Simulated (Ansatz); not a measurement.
# ClFH₃NOTi: an energy map over two coordinates

How does the energy of ClFH3NOTi, SMILES [NH2][Ti]([OH])([F])[Cl] change over two coordinates at once? A grid of runs gives the map.

The runs use Ansatz 0.2.0; RKS SPW92 (LDA)/def2-SVP.

## 1. Where the work starts

SMILES `[NH2][Ti]([OH])([F])[Cl]`, 8 atoms, charge 0, spin multiplicity 1.

Atoms are counted from 1 here; the program's logs count them from 0.

Bond lengths: N1–Ti2 1.862 Å, N1–H6 1.026 Å, N1–H7 1.026 Å, Ti2–O3 1.774 Å, Ti2–F4 1.759 Å, Ti2–Cl5 2.230 Å, O3–H8 0.973 Å. Angles: Ti2–N1–H6 124.9°, Ti2–N1–H7 124.3°, H6–N1–H7 110.7°, N1–Ti2–O3 106.9°, N1–Ti2–F4 108.9°, N1–Ti2–Cl5 109.8°, O3–Ti2–F4 113.9°, O3–Ti2–Cl5 110.4°, F4–Ti2–Cl5 107.0°, Ti2–O3–H8 137.1°.

As a file:

```
N    -1.06764    0.91196    0.14491
Ti    0.40002   -0.13276   -0.32447
O     0.53214   -1.41303    0.89625
F     0.17224   -0.73201   -1.96234
Cl    2.24496    1.11989   -0.33937
H    -1.52727    0.89923    1.06163
H    -1.48185    1.63136   -0.45850
H     0.81960   -2.34185    0.92619
```

This geometry comes from a loose relaxation at PBE in a small basis, which is not shown.

## 2. Geometry optimisation

Input file input.yaml:

```yaml
crystal:
  periodic: [false, false, false]
  atoms:
    - { symbol: "N", position_ang: [-1.067642, 0.911964, 0.144906] }
    - { symbol: Ti, position_ang: [0.400019, -0.132762, -0.324473] }
    - { symbol: O, position_ang: [0.53214, -1.413026, 0.896249] }
    - { symbol: F, position_ang: [0.172239, -0.732008, -1.962337] }
    - { symbol: Cl, position_ang: [2.244963, 1.119885, -0.339365] }
    - { symbol: H, position_ang: [-1.527268, 0.89923, 1.06163] }
    - { symbol: H, position_ang: [-1.481853, 1.631364, -0.458501] }
    - { symbol: H, position_ang: [0.819602, -2.341848, 0.926191] }
basis:
  gaussian: { orbitals: def2-SVP }
hamiltonian:
  xc: lda
output:
  forces: true
relax:
  f_tol: 0.003
  max_steps: 120
```

The run is started by

```
> ansatz run input.yaml --threads 1 --pin off --max-ram 2560MiB --backend cpu --events-out ev --progress --plain --runs-dir out
```

Standard output, cut to the lines that bear on the results:

```text
Warning: RAYON_NUM_THREADS=1 ignored (pool sized by the plan → 1); use --threads N
[...]
Functional definition: SPW92
[...]
1212 factors; their error is unknown
[...]
mean field -41795.70008734 eV, -1535.9636480667 hartree, gradient 6.2e-5 eV, S^2 0.000000; 0 other end points of the search recorded, 0 dependent functions left out
[...]
reference -41795.70018695 eV, -1535.9636517273 hartree; 33, 33 occupied and 73, 73 virtual orbitals, 1212 factors
relax step   1: F+E_penalty+E_count = -41795.70008734 eV  Δ(F+E_penalty+E_count) = +0.000e0 eV  max|allowed force component| = 7.467e-1 eV/Å  Δτ_max = 0.0000 Å  (31 SCF iters, accepted)
[...]
relax step   4: F+E_penalty+E_count = -41795.71247372 eV  Δ(F+E_penalty+E_count) = +2.587e-2 eV  max|allowed force component| = 1.820e0 eV/Å  Δτ_max = 0.0915 Å  (31 SCF iters, rejected (line search))
[...]
relax step   7: F+E_penalty+E_count = -41795.73986169 eV  Δ(F+E_penalty+E_count) = +1.748e-3 eV  max|allowed force component| = 3.656e-1 eV/Å  Δτ_max = 0.0714 Å  (31 SCF iters, rejected (line search))
[...]
relax step  10: F+E_penalty+E_count = -41795.74294827 eV  Δ(F+E_penalty+E_count) = -5.621e-5 eV  max|allowed force component| = 1.170e-2 eV/Å  Δτ_max = 0.0091 Å  (33 SCF iters, accepted)
[...]
relax step  11: F+E_penalty+E_count = -41795.74296350 eV  Δ(F+E_penalty+E_count) = -1.523e-5 eV  max|allowed force component| = 7.662e-3 eV/Å  Δτ_max = 0.0059 Å  (34 SCF iters, accepted)
[...]
relax step  12: F+E_penalty+E_count = -41795.74296782 eV  Δ(F+E_penalty+E_count) = -4.315e-6 eV  max|allowed force component| = 2.556e-3 eV/Å  Δτ_max = 0.0021 Å  (25 SCF iters, accepted)
1212 factors; their error is unknown
mean field -41795.74296782 eV, -1535.9652238951 hartree, gradient 1.7e-5 eV, S^2 0.000000; 1 other end points of the search recorded, 0 dependent functions left out
[...]
reference -41795.74306728 eV, -1535.9652275505 hartree; 33, 33 occupied and 73, 73 virtual orbitals, 1212 factors
Total energy: -41795.74306728 eV, -1535.9652275505 hartree
Atom 0 at    -1.049422     0.902685     0.142782 Å, force    -0.001890     0.002120     0.000718 eV/Å
Atom 1 at     0.388082    -0.132993    -0.349153 Å, force     0.001944     0.002301    -0.002556 eV/Å
Atom 2 at     0.495810    -1.427289     0.812675 Å, force     0.000487    -0.002003     0.002089 eV/Å
Atom 3 at     0.151087    -0.667283    -1.983814 Å, force    -0.000362     0.000148     0.000242 eV/Å
Atom 4 at     2.220513     1.073262    -0.328207 Å, force    -0.001485    -0.001087     0.000219 eV/Å
Atom 5 at    -1.521359     0.853942     1.053937 Å, force     0.000530    -0.000711    -0.000880 eV/Å
Atom 6 at    -1.455395     1.637631    -0.450810 Å, force     0.000681    -0.000706     0.000125 eV/Å
Atom 7 at     0.862883    -2.297156     1.046890 Å, force     0.000095    -0.000063     0.000042 eV/Å
Dipole moment:    -0.414492    -0.237442     0.386537 e Å
```

Run time: 41 s. Hardware: 1 thread of Intel Xeon Platinum 8259CL at 2.50GHz (Skylake/Cascade Lake), shared host; peak memory 0.19 GiB.

Along the way: (the energy doesn't fall at every step)

| step | energy from step 1 (eV) | largest force component (eV/Å) |
| --- | --- | --- |
| 1 | 0.0000 | 0.7467 |
| 2 | -0.0354 | 0.2545 |
| 3 | -0.0383 | 0.0824 |
| 4 | -0.0124 | 1.8195 |
| 5 | -0.0399 | 0.2560 |
| 6 | -0.0415 | 0.1921 |
| 7 | -0.0398 | 0.3656 |
| 8 | -0.0425 | 0.0740 |
| 9 | -0.0428 | 0.0332 |
| 10 | -0.0429 | 0.0117 |
| 11 | -0.0429 | 0.0077 |
| 12 | -0.0429 | 0.0026 |

Distances of close pairs at the start and the end, largest changes first:

| bond | before (Å) | after (Å) | change (Å) |
| --- | --- | --- | --- |
| Ti2–Cl5 | 2.230 | 2.194 | -0.036 |
| Ti2–O3 | 1.774 | 1.743 | -0.031 |
| N1–Ti2 | 1.862 | 1.839 | -0.023 |
| Ti2–F4 | 1.759 | 1.736 | -0.023 |
| N1–H7 | 1.026 | 1.028 | +0.002 |
| N1–H6 | 1.026 | 1.027 | +0.002 |
| O3–H8 | 0.973 | 0.973 | +0.000 |

## 3. Plan of the scan

- umbrella angle at N1 (between each of its bonds and their common axis; 90 is planar): 15 values from 66.0 to 114.0 °
- change of the bonds N1–Ti2, N1–H6, N1–H7, all alike: 15 values from −0.143 to 0.221 Å

Nothing else is relaxed (all other coordinates rigid). Energies count from the relaxed molecule at the same level. Points are written as (first, second).

Of the runs on the grid, 3 are shown in the steps below; the others differ only in the two coordinates.

## 4. Grid point (66.0°, 0.013 Å)

Input file input.yaml:

```yaml
crystal:
  periodic: [false, false, false]
  atoms:
    - { symbol: "N", position_ang: [-1.049422, 0.902685, 0.142782] }
    - { symbol: Ti, position_ang: [-0.218056, -0.573823, -0.604064] }
    - { symbol: O, position_ang: [-0.377915, -1.874761, 0.544265] }
    - { symbol: F, position_ang: [-0.946646, -0.897571, -2.14617] }
    - { symbol: Cl, position_ang: [1.898598, -0.131826, -0.975154] }
    - { symbol: H, position_ang: [-1.762034, 0.563445, 0.820486] }
    - { symbol: H, position_ang: [-1.70126, 1.288221, -0.571839] }
    - { symbol: H, position_ang: [-0.322989, -2.829558, 0.722067] }
basis:
  gaussian: { orbitals: def2-SVP }
hamiltonian:
  xc: lda
output:
  forces: true
```

The run is started by

```
> ansatz run input.yaml --threads 1 --pin off --max-ram 2560MiB --backend cpu --events-out ev --progress --plain --runs-dir out
```

Standard output, cut to the lines that bear on the results:

```text
Warning: RAYON_NUM_THREADS=1 ignored (pool sized by the plan → 1); use --threads N
[...]
[... 1 set-up line as earlier in the session ...]
[...]
1212 factors; their error is unknown
[...]
mean field -41795.43975408 eV, -1535.9540809960 hartree, gradient 6.7e-5 eV, S^2 0.000000; 0 other end points of the search recorded, 0 dependent functions left out
[...]
reference -41795.43985286 eV, -1535.9540846260 hartree; 33, 33 occupied and 73, 73 virtual orbitals, 1212 factors
Total energy: -41795.43985286 eV, -1535.9540846260 hartree
Atom 0 at    -1.049422     0.902685     0.142782 Å, force    -1.427191    -0.291823    -0.218720 eV/Å
Atom 1 at    -0.218056    -0.573823    -0.604064 Å, force     0.728621    -0.162337    -0.159606 eV/Å
Atom 2 at    -0.377915    -1.874761     0.544265 Å, force    -0.116318    -0.036695    -0.059981 eV/Å
Atom 3 at    -0.946646    -0.897571    -2.146170 Å, force    -0.079495    -0.045129     0.073615 eV/Å
Atom 4 at     1.898598    -0.131826    -0.975154 Å, force    -0.117942    -0.007169     0.031980 eV/Å
Atom 5 at    -1.762034     0.563445     0.820486 Å, force     0.475712     0.098811     0.497031 eV/Å
Atom 6 at    -1.701260     1.288221    -0.571839 Å, force     0.509310     0.450960    -0.175488 eV/Å
Atom 7 at    -0.322989    -2.829558     0.722067 Å, force     0.027303    -0.006618     0.011169 eV/Å
Dipole moment:    -0.578664    -0.373276     0.298336 e Å
```

It took 2.6 s on 1 thread of Intel Xeon Platinum 8259CL at 2.50GHz (Skylake/Cascade Lake), shared host; peak memory 0.16 GiB.

Energy on the map's scale: 29 kJ/mol.

## 5. Grid point (90.0°, 0.013 Å)

Input file input.yaml:

```yaml
crystal:
  periodic: [false, false, false]
  atoms:
    - { symbol: "N", position_ang: [-1.049422, 0.902685, 0.142782] }
    - { symbol: Ti, position_ang: [0.382614, -0.15721, -0.362116] }
    - { symbol: O, position_ang: [0.482218, -1.453253, 0.798487] }
    - { symbol: F, position_ang: [0.129055, -0.687858, -1.995478] }
    - { symbol: Cl, position_ang: [2.229351, 1.027171, -0.352161] }
    - { symbol: H, position_ang: [-1.536229, 0.843883, 1.060248] }
    - { symbol: H, position_ang: [-1.469428, 1.637543, -0.463677] }
    - { symbol: H, position_ang: [0.840383, -2.327535, 1.030044] }
basis:
  gaussian: { orbitals: def2-SVP }
hamiltonian:
  xc: lda
output:
  forces: true
```

The run is started by

```
> ansatz run input.yaml --threads 1 --pin off --max-ram 2560MiB --backend cpu --events-out ev --progress --plain --runs-dir out
```

Standard output, cut to the lines that bear on the results:

```text
Warning: RAYON_NUM_THREADS=1 ignored (pool sized by the plan → 1); use --threads N
[...]
[... 1 set-up line as earlier in the session ...]
[...]
1212 factors; their error is unknown
[...]
mean field -41795.73353838 eV, -1535.9648773699 hartree, gradient 6.6e-5 eV, S^2 0.000000; 0 other end points of the search recorded, 0 dependent functions left out
[...]
reference -41795.73363761 eV, -1535.9648810165 hartree; 33, 33 occupied and 73, 73 virtual orbitals, 1212 factors
Total energy: -41795.73363761 eV, -1535.9648810165 hartree
Atom 0 at    -1.049422     0.902685     0.142782 Å, force    -0.219856     0.128676     0.057170 eV/Å
Atom 1 at     0.382614    -0.157210    -0.362116 Å, force    -0.245927     0.198880     0.089458 eV/Å
Atom 2 at     0.482218    -1.453253     0.798487 Å, force     0.003616     0.004576    -0.014010 eV/Å
Atom 3 at     0.129055    -0.687858    -1.995478 Å, force     0.006187    -0.001075     0.015292 eV/Å
Atom 4 at     2.229351     1.027171    -0.352161 Å, force    -0.007531    -0.010936    -0.001463 eV/Å
Atom 5 at    -1.536229     0.843883     1.060248 Å, force     0.249707     0.048410    -0.474513 eV/Å
Atom 6 at    -1.469428     1.637543    -0.463677 Å, force     0.213236    -0.366639     0.326229 eV/Å
Atom 7 at     0.840383    -2.327535     1.030044 Å, force     0.000570    -0.001892     0.001838 eV/Å
Dipole moment:    -0.416954    -0.244741     0.382589 e Å
```

Run time: 2.7 s. Hardware: 1 thread of Intel Xeon Platinum 8259CL at 2.50GHz (Skylake/Cascade Lake), shared host; peak memory 0.16 GiB.

That is 0.9 kJ/mol from the zero.

## 6. Point (114.0°, 0.221 Å)

Input file input.yaml:

```yaml
crystal:
  periodic: [false, false, false]
  atoms:
    - { symbol: "N", position_ang: [-1.049422, 0.902685, 0.142782] }
    - { symbol: Ti, position_ang: [0.936183, 0.390998, -0.052598] }
    - { symbol: O, position_ang: [1.268732, -0.807094, 1.168319] }
    - { symbol: F, position_ang: [1.208289, -0.159044, -1.676531] }
    - { symbol: Cl, position_ang: [2.197136, 2.161625, 0.244337] }
    - { symbol: H, position_ang: [-1.261608, 1.180837, 1.341036] }
    - { symbol: H, position_ang: [-1.188056, 2.050994, -0.329245] }
    - { symbol: H, position_ang: [1.864777, -1.498037, 1.50536] }
basis:
  gaussian: { orbitals: def2-SVP }
hamiltonian:
  xc: lda
output:
  forces: true
```

The run is started by

```
> ansatz run input.yaml --threads 1 --pin off --max-ram 2560MiB --backend cpu --events-out ev --progress --plain --runs-dir out
```

Standard output, cut to the lines that bear on the results:

```text
Warning: RAYON_NUM_THREADS=1 ignored (pool sized by the plan → 1); use --threads N
[...]
[... 1 set-up line as earlier in the session ...]
[...]
1212 factors; their error is unknown
[...]
mean field -41794.04739213 eV, -1535.9029126378 hartree, gradient 1.0e-5 eV, S^2 0.000000; 0 other end points of the search recorded, 0 dependent functions left out
[...]
reference -41794.04749000 eV, -1535.9029162348 hartree; 33, 33 occupied and 73, 73 virtual orbitals, 1212 factors
Total energy: -41794.04749000 eV, -1535.9029162348 hartree
Atom 0 at    -1.049422     0.902685     0.142782 Å, force     1.163711     4.456571     2.356454 eV/Å
Atom 1 at     0.936183     0.390998    -0.052598 Å, force    -2.262165     0.728328     0.181034 eV/Å
Atom 2 at     1.268732    -0.807094     1.168319 Å, force    -0.033536     0.218173    -0.183912 eV/Å
Atom 3 at     1.208289    -0.159044    -1.676531 Å, force    -0.081993     0.055818     0.291975 eV/Å
Atom 4 at     2.197136     2.161625     0.244337 Å, force    -0.148037    -0.248628    -0.002243 eV/Å
Atom 5 at    -1.261608     1.180837     1.341036 Å, force     0.803814    -1.101126    -4.166484 eV/Å
Atom 6 at    -1.188056     2.050994    -0.329245 Å, force     0.540944    -4.058290     1.518218 eV/Å
Atom 7 at     1.864777    -1.498037     1.505360 Å, force     0.017262    -0.050844     0.004957 eV/Å
Dipole moment:     0.088989    -0.176895     0.427620 e Å
```

Run time: 2.9 s. Hardware: 1 thread of Intel Xeon Platinum 8259CL at 2.50GHz (Skylake/Cascade Lake), shared host; peak memory 0.16 GiB.

Energy on the map's scale: 164 kJ/mol.

## 7. All points together

225 points were computed. Energies in kJ/mol, from the relaxed molecule at the same level:

```tsv
change of the bonds N1–Ti2, N1–H6, N1–H7, all alike (Å) ↓, umbrella angle at N1 (between each of its bonds and their common axis; 90 is planar) (°) →	66.0	69.4	72.9	76.3	79.7	83.1	86.6	90.0	93.4	96.9	100.3	103.7	107.1	110.6	114.0
0.221	166	166	167	169	171	172	173	173	173	171	169	167	165	164	164
0.195	139	138	138	138	140	141	141	141	141	140	138	137	136	135	136
0.169	113	111	110	110	110	111	111	111	111	110	109	108	108	109	110
0.143	90	86	85	84	84	84	84	84	83	83	82	82	83	84	87
0.117	69	65	62	61	60	59	59	59	58	58	59	59	60	63	66
0.091	52	47	43	41	39	38	38	37	37	37	38	39	41	45	50
0.065	39	33	28	25	23	21	20	20	20	21	22	24	26	31	37
0.039	31	24	18	14	11	9	8	8	8	9	10	13	16	22	29
0.013	29	21	14	9	6	3	2	1	1	2	4	8	12	18	26
−0.013	34	24	16	11	6	4	2	1	1	3	5	9	14	22	31
−0.039	46	35	27	20	15	12	10	9	9	11	14	18	25	33	43
−0.065	68	56	46	39	33	29	27	26	26	28	32	37	44	53	65
−0.091	100	87	76	68	62	57	55	54	54	56	60	66	74	84	97
−0.117	144	130	118	109	102	98	95	94	94	97	101	108	116	128	141
−0.143	203	187	175	165	158	152	149	148	149	152	157	164	173	185	200
```

The largest force on an atom (eV/Å) at each point:

```
change of the bonds N1–Ti2, N1–H6, N1–H7, all alike (Å) ↓, umbrella angle at N1 (between each of its bonds and their common axis; 90 is planar) (°) →  66.0  69.4  72.9  76.3  79.7  83.1  86.6  90.0  93.4  96.9  100.3  103.7  107.1  110.6  114.0
                                                                                                                                                0.221   5.2   4.6   4.6   4.7   4.8   4.8   4.9   4.9   4.9   4.8    4.8    4.7    4.6    4.6    5.2
                                                                                                                                                0.195   5.1   4.5   4.4   4.5   4.6   4.6   4.6   4.6   4.6   4.6    4.5    4.5    4.4    4.5    5.0
                                                                                                                                                0.169   4.8   4.3   4.1   4.2   4.2   4.3   4.3   4.3   4.3   4.3    4.2    4.2    4.1    4.3    4.8
                                                                                                                                                0.143   4.6   4.1   3.7   3.8   3.9   3.9   4.0   4.0   4.0   3.9    3.9    3.8    3.7    4.0    4.5
                                                                                                                                                0.117   4.2   3.7   3.3   3.3   3.4   3.5   3.5   3.5   3.5   3.5    3.4    3.3    3.2    3.7    4.1
                                                                                                                                                0.091   3.7   3.3   2.9   2.8   2.9   2.9   2.9   3.0   2.9   2.9    2.8    2.8    2.8    3.3    3.6
                                                                                                                                                0.065   3.1   2.8   2.4   2.1   2.2   2.2   2.3   2.3   2.3   2.2    2.2    2.1    2.4    2.7    3.0
                                                                                                                                                0.039   2.4   2.1   1.9   1.6   1.4   1.4   1.5   1.5   1.5   1.4    1.4    1.5    1.8    2.1    2.3
                                                                                                                                                0.013   1.5   1.3   1.2   1.0   0.8   0.6   0.5   0.5   0.5   0.5    0.7    0.9    1.1    1.3    1.4
                                                                                                                                               −0.013   1.3   1.1   0.9   0.8   0.7   0.6   0.6   0.6   0.6   0.6    0.7    0.8    0.9    1.1    1.4
                                                                                                                                               −0.039   2.6   2.4   2.2   2.1   2.0   1.9   1.9   1.9   1.9   1.9    2.0    2.1    2.2    2.4    2.6
                                                                                                                                               −0.065   4.1   3.9   3.7   3.6   3.5   3.5   3.5   3.4   3.5   3.5    3.6    3.6    3.8    3.9    4.1
                                                                                                                                               −0.091   5.9   5.7   5.5   5.4   5.4   5.3   5.3   5.3   5.3   5.3    5.4    5.5    5.6    5.7    5.9
                                                                                                                                               −0.117   8.0   7.8   7.7   7.6   7.5   7.4   7.4   7.4   7.4   7.4    7.5    7.6    7.7    7.8    8.0
                                                                                                                                               −0.143  10.5  10.3  10.1  10.0  10.0   9.9   9.9   9.9   9.9   9.9   10.0   10.1   10.2   10.3   10.5
```

## 8. Summary of results

| quantity | value |
| --- | --- |
| lowest point | (90.0°, 0.013 Å), 0.9 kJ/mol |
| highest computed point | (66.0°, −0.143 Å), 202 kJ/mol above the lowest |
| largest force on an atom (eV/Å) | 0.5 at (96.9°, 0.013 Å) to 10.5 at (114.0°, −0.143 Å); 0.5 at the lowest point |
| time for the whole task | 12 min on 1 thread, shared host |

In words: The lowest computed point is at (90.0°, 0.013 Å), 0.9 kJ/mol from the relaxed molecule at the same level. The grid is coarse, so the lowest point of the scanned range may lie between grid points; coordinates that were held can hide deeper minima. No other kind of well shows on this grid. The highest computed point, (66.0°, −0.143 Å), lies 202 kJ/mol above the lowest. Round the minimum the two coordinates are nearly uncoupled.
